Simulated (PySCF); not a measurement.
# H3LuP (Lu(PH3)3+): the cost of one run

Computed with PySCF 2.14.0. Level: PBE0, Lu lcecp-1-SVP with ECP60, P def2-SVP, H def2-SVP; scalar-relativistic core potentials, no spin–orbit coupling.

1 further run of the same task is left out (for a known fault of the program).

## (1) Where the work starts

5 atoms, charge 3, spin multiplicity 1.

Bond lengths: Lu1–P2 2.825 Å, P2–H3 1.420 Å, P2–H4 1.420 Å, P2–H5 1.420 Å. Angles: Lu1–P2–H3 121.6°, Lu1–P2–H4 121.6°, Lu1–P2–H5 121.6°, H3–P2–H4 95.1°, H3–P2–H5 95.1°, H4–P2–H5 95.1°.

Geometry (Å):

```xyz
5
H3LuP
Lu    0.0000    0.0000    0.0000
P     0.0000    0.0000    2.8250
H     1.2100    0.0000    3.5682
H    -0.6050    1.0479    3.5682
H    -0.6050   -1.0479    3.5682
```

Formal oxidation states: Lu +3. Each metal's 14 4f electrons lie in its core potential, so multiplicities, spins and levels count the valence alone.

## (2) SCF at the start, singlet

Contents of run.py (the lines that set the calculation):

```python
mol = gto.M(atom='''
Lu     0.00000     0.00000     0.00000
P      0.00000     0.00000     2.82500
H      1.21000     0.00000     3.56820
H     -0.60500     1.04790     3.56820
H     -0.60500    -1.04790     3.56820''',
    basis={'Lu': 'lcecp-1-SVP', 'P': 'def2-SVP', 'H': 'def2-SVP'},
    ecp={'Lu': 'lcecp-1-SVP'},
    charge=3, spin=0)
mf = dft.RKS(mol, xc='PBE0')
mf.grids.atom_grid = (50, 194)  # f atoms: unpruned, at least (60, 302)
mf = mf.density_fit()  # fitting sets: Lu AutoAux, P def2-universal-JKFIT, H def2-universal-JKFIT
mf.conv_tol = 1e-08; mf.max_cycle = 55
mf.kernel(dm0)  # dm0: free metal ions and neutral atoms
```

On the command line:

```
$ OMP_NUM_THREADS=2 python run.py
```

What time and memory should one allow on 2 threads of Arm Neoverse V1, shared host?

About 2.8 s, with a peak of 0.38 GiB.
